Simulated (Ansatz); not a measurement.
**GaGeH2+ (triplet): wave-function methods side by side, cc-pVDZ**

Aim: climb from Hartree-Fock through coupled cluster and multireference methods for GaGeH2+ (triplet) at one geometry and basis, and see what each rung misses.

The runs use Ansatz 0.2.0, Gaussian basis; cc-pVDZ, core rule «outside noble gas», up to 28 orbitals frozen.

To be run: UHF; CCSD(T) on ROHF; CCSD(T) on UHF; BCCD(T) on ROHF; CISD; CCSDT(Q) on ROHF; CCSDT(Q) on UHF; CCSDTQ on ROHF; CCSDTQ on UHF; CASSCF and MRCISD+Q, 8 electrons in 10 orbitals; CASSCF and NEVPT4(SD), 8 electrons in 10 orbitals; CASSCF and NEVPT2, 8 electrons in 10 orbitals.

10 further runs of the same task are left out: 5 for a known fault of the program, 5 set aside as unsound or not needed.

## 1. What is computed

The geometry is a PBE0/def2-TZVP stationary point (not a proven minimum) of the parent state, kept for this charge and spin. No spin-orbit coupling is included. The filled d shell of Ge, Ga may be among the frozen orbitals whatever the setting's name suggests; the logs give the count.

4 atoms, charge 1, spin multiplicity 3.

Atoms are counted from 1 here; the program's logs count them from 0.

Bond lengths: Ge1–Ga2 2.382 Å, Ge1–H3 1.543 Å, Ge1–H4 1.543 Å. Angles: Ga2–Ge1–H3 123.9°, Ga2–Ge1–H4 123.9°, H3–Ge1–H4 112.3°.

## 2. UHF

File in.yaml:

```yaml
crystal:
  periodic: [false, false, false]
  atoms:
    - {symbol: Ge, position_ang: [0.000000, 0.000000, 1.138203]}
    - {symbol: Ga, position_ang: [0.000000, 0.000000, -1.243589]}
    - {symbol: H, position_ang: [0.000000, 1.280702, 1.997986]}
    - {symbol: H, position_ang: [0.000000, -1.280701, 1.997986]}
basis:
  gaussian: {orbitals: cc-pVDZ}
total_charge: 1
magnetization: {spin_polarized: true, initial_magnetization: 2}
hamiltonian: {xc: hf}
output: {orbitals: {seedname: orbitals}}
```

On the command line:

```console
$ ansatz run in.yaml --threads 1 --pin off --events-out ev --progress --plain --max-ram 2816MiB --backend cpu
```

After this run come: CCSD(T) on ROHF; CCSD(T) on UHF; BCCD(T) on ROHF; CISD; CCSDT(Q) on ROHF; CCSDT(Q) on UHF; CCSDTQ on ROHF; CCSDTQ on UHF; CASSCF and MRCISD+Q, 8 electrons in 10 orbitals; CASSCF and NEVPT4(SD), 8 electrons in 10 orbitals; CASSCF and NEVPT2, 8 electrons in 10 orbitals.

**Question.** What will the summary of the whole plan be? Wanted: UCCSDTQ below the RHF energy; RMP2 from UCCSDTQ; UMP2 from UCCSDTQ; RCCSD from UCCSDTQ; RCCSD(T) from UCCSDTQ; UCCSD(T) from UCCSDTQ; RCCSDT(Q) from UCCSDTQ; UCCSDT(Q) from UCCSDTQ; NEVPT2 valence from UCCSDTQ.

As calculated:

| quantity | value |
| --- | --- |
| UCCSDTQ below the RHF energy | -3.9049 eV |
| RMP2 from UCCSDTQ | +971.9 meV |
| UMP2 from UCCSDTQ | +977.8 meV |
| RCCSD from UCCSDTQ | +159.1 meV |
| RCCSD(T) from UCCSDTQ | +47.6 meV |
| UCCSD(T) from UCCSDTQ | +35.8 meV |
| RCCSDT(Q) from UCCSDTQ | +12.9 meV |
| UCCSDT(Q) from UCCSDTQ | +0.6 meV |
| NEVPT2 valence from UCCSDTQ | +547.9 meV |
| NEVPT4(SD) valence from UCCSDTQ | +75.7 meV |
| MRCISD+Q valence from UCCSDTQ | +15.9 meV |
| levels within 1 kcal/mol (43 meV) | UCCSD(T), RCCSDT, UCCSDT, RCCSDT(Q), UCCSDT(Q), RCCSDTQ, MRCISD+Q valence |
| T1 diagnostic | 0.029 |
| effectively unpaired electrons | 2.04 |

In words: RCCSD(T) lands +47.6 meV from the yardstick (1.2 % of the correlation energy). One determinant dominates. Of the multireference levels listed MRCISD+Q valence comes nearest in total energy (+15.9 meV), which doesn't show that its space is the better one. These misses are within one basis, not against nature; the frozen cores of restricted and unrestricted runs differ, which can shift their rows.
